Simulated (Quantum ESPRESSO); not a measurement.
# Si2Ni (I4/mmm) in Quantum ESPRESSO: single point with PBE

Aim: the single point of Si2Ni with PBE.

All numbers are computed with Quantum ESPRESSO 7.5; they aren't measurements. Logs are shortened: lines on timing, memory, paths and dates and some standing lists are left out, and cuts for length are marked.

## (1) Starting point

The structure is tetragonal, space group I4/mmm (No. 139). Conventional cell: a = 3.807 Å, b = 3.807 Å, c = 5.330 Å, α = 90.00°, β = 90.00°, γ = 90.00°. Ni (site symmetry 4/mmm) is surrounded by 8 Si at 2.32 Å. Around Si (site symmetry -4m2) lie 4 Ni at 2.32 Å and 2 Si at 2.67 Å.

The cell was built by a generator and needn't be a form met in nature.

## (2) Single point, PBE

The input, pw.in:

```
&CONTROL
  calculation = 'scf'
  prefix = 'pwscf'
  outdir = './tmp'
  pseudo_dir = './pseudo'
  tprnfor = .true.
  tstress = .true.
  disk_io = 'nowf'
/
&SYSTEM
  ibrav = 0
  nat = 3
  ntyp = 2
  ecutwfc = 45
  ecutrho = 360
  nbnd = 20
  occupations = 'smearing'
  smearing = 'mp'
  degauss = 0.00734986
/
&ELECTRONS
  conv_thr = 6d-10
  electron_maxstep = 120
  mixing_beta = 0.5
/
ATOMIC_SPECIES
Ni    58.6934 ni_pbe_v1.4.uspp.F.UPF
Si    28.0850 si_pbe_v1.uspp.F.UPF
CELL_PARAMETERS angstrom
   0.0000000000    2.6921988120    2.6652228720
   2.6921988120    0.0000000000    2.6652228720
   2.6921988120    2.6921988120    0.0000000000
ATOMIC_POSITIONS crystal
Ni     0.0000000000    0.0000000000    0.0000000000
Si     0.2500000000    0.2500000000    0.2500000000
Si     0.7500000000    0.7500000000    0.7500000000
K_POINTS automatic
16 16 16 0 0 0
```

Potentials or basis: GBRV 1.5 PBE.

Run with:

```bash
OMP_NUM_THREADS=1 pw.x -in pw.in > pw.out
```

pw.out:

```text
This program is part of the open-source Quantum ESPRESSO suite
     for quantum simulation of materials; please cite
[... 9 lines left out ...]
     --------------------
     sticks:   dense  smooth     PW     G-vecs:    dense   smooth      PW
     Sum        1281     645    199                30115    10681    1893

     Using Slab Decomposition

     bravais-lattice index     =            0
     lattice parameter (alat)  =       7.1589  a.u.
     unit-cell volume          =     260.7200 (a.u.)^3
     number of atoms/cell      =            3
     number of atomic types    =            2
     number of electrons       =        26.00
     number of Kohn-Sham states=           20
     kinetic-energy cutoff     =      45.0000  Ry
     charge density cutoff     =     360.0000  Ry
     scf convergence threshold =      6.0E-10
     mixing beta               =       0.5000
     number of iterations used =            8  plain     mixing
     Exchange-correlation= SLA  PW   PBE  PBE
                           (   1   4   3   4   0   0   0)

     celldm(1)=   7.158882  celldm(2)=   0.000000  celldm(3)=   0.000000
     celldm(4)=   0.000000  celldm(5)=   0.000000  celldm(6)=   0.000000

     crystal axes: (cart. coord. in units of alat)
               a(1) = (   0.000000   0.710658   0.703537 )
               a(2) = (   0.710658   0.000000   0.703537 )
               a(3) = (   0.710658   0.710658   0.000000 )

     reciprocal axes: (cart. coord. in units 2 pi/alat)
               b(1) = ( -0.703573  0.703573  0.710694 )
               b(2) = (  0.703573 -0.703573  0.710694 )
               b(3) = (  0.703573  0.703573 -0.710694 )

     PseudoPot. # 1 for Ni read from file:
     ni_pbe_v1.4.uspp.F.UPF
     Pseudo is Ultrasoft + core correction, Zval = 18.0
     Generated by new atomic code, or converted to UPF format
     Using radial grid of  865 points,  6 beta functions with:
                l(1) =   0
                l(2) =   0
                l(3) =   1
                l(4) =   1
                l(5) =   2
                l(6) =   2
     Q(r) pseudized with 10 coefficients,  rinner =    0.980   0.980   0.980
                                                       0.980   0.980

     PseudoPot. # 2 for Si read from file:
     si_pbe_v1.uspp.F.UPF
     Pseudo is Ultrasoft + core correction, Zval =  4.0
     Generated by new atomic code, or converted to UPF format
     Using radial grid of  899 points,  6 beta functions with:
                l(1) =   0
                l(2) =   0
                l(3) =   1
                l(4) =   1
                l(5) =   2
                l(6) =   2
     Q(r) pseudized with  8 coefficients,  rinner =    0.900   0.900   0.900
                                                       0.900   0.900

     atomic species   valence    mass     pseudopotential
     Ni               18.00    58.69340     Ni( 1.00)
     Si                4.00    28.08500     Si( 1.00)

     16 Sym. Ops., with inversion, found

   Cartesian axes

     site n.     atom                  positions (alat units)
         1        Ni     tau(   1) = (   0.0000000   0.0000000   0.0000000  )
         2        Si     tau(   2) = (   0.3553291   0.3553291   0.3517687  )
         3        Si     tau(   3) = (   1.0659873   1.0659873   1.0553061  )

     number of k points=   349  Methfessel-Paxton smearing, width (Ry)=  0.0073

     Number of k-points >= 100: set verbosity='high' to print them.

     Dense  grid:    30115 G-vectors     FFT dimensions: (  45,  45,  45)

     Smooth grid:    10681 G-vectors     FFT dimensions: (  32,  32,  32)

     Check: negative core charge=   -0.000002

     Initial potential from superposition of free atoms

     starting charge      23.9987, renormalised to      26.0000
     Starting wfcs are   21 randomized atomic wfcs

     Self-consistent Calculation

     iteration #  1     ecut=    45.00 Ry     beta= 0.50
     Davidson diagonalization with overlap
     ethr =  1.00E-02,  avg # of iterations =  6.7

     total energy              =    -334.40644831 Ry
     estimated scf accuracy    <      50.98272590 Ry

     iteration #  2     ecut=    45.00 Ry     beta= 0.50
     Davidson diagonalization with overlap
     ethr =  1.00E-02,  avg # of iterations =  3.0

     total energy              =    -361.83789072 Ry
     estimated scf accuracy    <      54.06995521 Ry

     iteration #  3     ecut=    45.00 Ry     beta= 0.50
     Davidson diagonalization with overlap
     ethr =  1.00E-02,  avg # of iterations =  2.2

     total energy              =    -362.02912760 Ry
     estimated scf accuracy    <      10.48074019 Ry

     iteration #  4     ecut=    45.00 Ry     beta= 0.50
     Davidson diagonalization with overlap
     ethr =  1.00E-02,  avg # of iterations =  2.2

     total energy              =    -362.85208123 Ry
     estimated scf accuracy    <       1.22939910 Ry

     iteration #  5     ecut=    45.00 Ry     beta= 0.50
     Davidson diagonalization with overlap
     ethr =  4.73E-03,  avg # of iterations =  1.3

     total energy              =    -362.14436753 Ry
     estimated scf accuracy    <       1.24239176 Ry

     iteration #  6     ecut=    45.00 Ry     beta= 0.50
     Davidson diagonalization with overlap
     ethr =  4.73E-03,  avg # of iterations =  2.3

     total energy              =    -362.83250010 Ry
     estimated scf accuracy    <       3.15977376 Ry

     iteration #  7     ecut=    45.00 Ry     beta= 0.50
     Davidson diagonalization with overlap
     ethr =  4.73E-03,  avg # of iterations =  1.0

     total energy              =    -362.76734540 Ry
     estimated scf accuracy    <       3.16415110 Ry

     iteration #  8     ecut=    45.00 Ry     beta= 0.50
     Davidson diagonalization with overlap
     ethr =  4.73E-03,  avg # of iterations =  1.1

     total energy              =    -362.28556170 Ry
     estimated scf accuracy    <       2.45512737 Ry

     iteration #  9     ecut=    45.00 Ry     beta= 0.50
     Davidson diagonalization with overlap
     ethr =  4.73E-03,  avg # of iterations =  1.8

     total energy              =    -362.54738454 Ry
     estimated scf accuracy    <       0.02029610 Ry

     iteration # 10     ecut=    45.00 Ry     beta= 0.50
     Davidson diagonalization with overlap
     ethr =  7.81E-05,  avg # of iterations =  3.2

     total energy              =    -362.55917857 Ry
     estimated scf accuracy    <       0.02763601 Ry

     iteration # 11     ecut=    45.00 Ry     beta= 0.50
     Davidson diagonalization with overlap
     ethr =  7.81E-05,  avg # of iterations =  2.0

     total energy              =    -362.57244280 Ry
     estimated scf accuracy    <       0.06351053 Ry

     iteration # 12     ecut=    45.00 Ry     beta= 0.50
     Davidson diagonalization with overlap
     ethr =  7.81E-05,  avg # of iterations =  2.1

     total energy              =    -362.53464040 Ry
     estimated scf accuracy    <       0.25387583 Ry

     iteration # 13     ecut=    45.00 Ry     beta= 0.50
     Davidson diagonalization with overlap
     ethr =  7.81E-05,  avg # of iterations =  2.0

     total energy              =    -362.54444969 Ry
     estimated scf accuracy    <       0.02010208 Ry

     iteration # 14     ecut=    45.00 Ry     beta= 0.50
     Davidson diagonalization with overlap
     ethr =  7.73E-05,  avg # of iterations =  1.7

     total energy              =    -362.54444615 Ry
     estimated scf accuracy    <       0.00813135 Ry

     iteration # 15     ecut=    45.00 Ry     beta= 0.50
     Davidson diagonalization with overlap
     ethr =  3.13E-05,  avg # of iterations =  2.1

     total energy              =    -362.54553229 Ry
     estimated scf accuracy    <       0.00346066 Ry

     iteration # 16     ecut=    45.00 Ry     beta= 0.50
     Davidson diagonalization with overlap
     ethr =  1.33E-05,  avg # of iterations =  1.2

     total energy              =    -362.54520747 Ry
     estimated scf accuracy    <       0.00480817 Ry

     iteration # 17     ecut=    45.00 Ry     beta= 0.50
     Davidson diagonalization with overlap
     ethr =  1.33E-05,  avg # of iterations =  1.0

     total energy              =    -362.54480524 Ry
     estimated scf accuracy    <       0.00190614 Ry

     iteration # 18     ecut=    45.00 Ry     beta= 0.50
     Davidson diagonalization with overlap
     ethr =  7.33E-06,  avg # of iterations =  1.4

     total energy              =    -362.54504189 Ry
     estimated scf accuracy    <       0.00003515 Ry

     iteration # 19     ecut=    45.00 Ry     beta= 0.50
     Davidson diagonalization with overlap
     ethr =  1.35E-07,  avg # of iterations =  2.2

     total energy              =    -362.54504448 Ry
     estimated scf accuracy    <       0.00000617 Ry

     iteration # 20     ecut=    45.00 Ry     beta= 0.50
     Davidson diagonalization with overlap
     ethr =  2.37E-08,  avg # of iterations =  1.0

     total energy              =    -362.54504521 Ry
     estimated scf accuracy    <       0.00000005 Ry

     iteration # 21     ecut=    45.00 Ry     beta= 0.50
     Davidson diagonalization with overlap
     ethr =  1.85E-10,  avg # of iterations =  4.3

     total energy              =    -362.54504524 Ry
     estimated scf accuracy    <       0.00000002 Ry

     iteration # 22     ecut=    45.00 Ry     beta= 0.50
     Davidson diagonalization with overlap
     ethr =  8.44E-11,  avg # of iterations =  2.0

     total energy              =    -362.54504524 Ry
     estimated scf accuracy    <          6.3E-10 Ry

     iteration # 23     ecut=    45.00 Ry     beta= 0.50
     Davidson diagonalization with overlap
     ethr =  2.41E-12,  avg # of iterations =  2.1

     total energy              =    -362.54504524 Ry
     estimated scf accuracy    <          7.3E-10 Ry

     iteration # 24     ecut=    45.00 Ry     beta= 0.50
     Davidson diagonalization with overlap
     ethr =  2.41E-12,  avg # of iterations =  1.0

     End of self-consistent calculation

     Number of k-points >= 100: set verbosity='high' to print the bands.

     the Fermi energy is    13.5679 ev

!    total energy              =    -362.54504524 Ry
     estimated scf accuracy    <          3.8E-11 Ry
     smearing contrib. (-TS)   =      -0.00000896 Ry
     internal energy E=F+TS    =    -362.54503628 Ry

     The total energy is F=E-TS. E is the sum of the following terms:
     one-electron contribution =    -288.46047331 Ry
     hartree contribution      =     157.52865008 Ry
     xc contribution           =     -44.44536926 Ry
     ewald contribution        =    -187.16784379 Ry

     convergence has been achieved in  24 iterations

     Forces acting on atoms (cartesian axes, Ry/au):

     atom    1 type  1   force =    -0.00000000    0.00000000    0.00000000
     atom    2 type  2   force =     0.00000000   -0.00000000   -0.00000000
     atom    3 type  2   force =    -0.00000000    0.00000000    0.00000000

     Total force =     0.000000     Total SCF correction =     0.000000

     Computing stress (Cartesian axis) and pressure

          total   stress  (Ry/bohr**3)                   (kbar)     P=       70.62
   0.00046962   0.00000000  -0.00000000           69.08        0.00       -0.00
   0.00000000   0.00046962  -0.00000000            0.00       69.08       -0.00
   0.00000000  -0.00000000   0.00050100            0.00       -0.00       73.70

=------------------------------------------------------------------------------=
   JOB DONE.
=------------------------------------------------------------------------------=
```

Run time: 4.6 min. Hardware: 1 thread of Intel Xeon Platinum 8375C at 2.90GHz (Ice Lake), shared host; peak memory 0.28 GiB.

What came out:

| Property | Result |
| --- | --- |
| Free energy | -4932.6766 eV |
| Pressure | 7.1 GPa |
| Band gap on the k mesh | none (metal or under the smearing width) |

Stress tensor (GPa, compression positive):
```
6.91 0.00 0.00
0.00 6.91 0.00
0.00 0.00 7.37
```

Levels at points of the mesh, in eV from the Fermi level:
| k point | band 9 | band 10 | band 11 | band 12 | band 13 | band 14 | band 15 | band 16 | band 17 | band 18 |
| --- | --- | --- | --- | --- | --- | --- | --- | --- | --- | --- |
| (0.00, 0.00, 0.00) | -3.66 | -3.63 | -0.15 | 1.65 | 1.78 | 1.78 | 2.18 | 2.18 | 2.29 | 4.63 |
| (0.00, 0.00, -0.50) | -3.84 | -3.45 | -3.44 | -1.57 | -1.49 | 1.80 | 1.80 | 1.82 | 2.73 | 9.17 |
| (0.00, -0.50, -0.50) | -4.58 | -3.74 | -3.71 | -3.58 | -3.22 | -0.36 | 1.37 | 7.68 | 8.32 | 8.65 |
| (-0.50, -0.50, 0.00) | -4.70 | -3.72 | -3.72 | -3.55 | -3.22 | -0.43 | 1.31 | 7.70 | 8.44 | 8.44 |
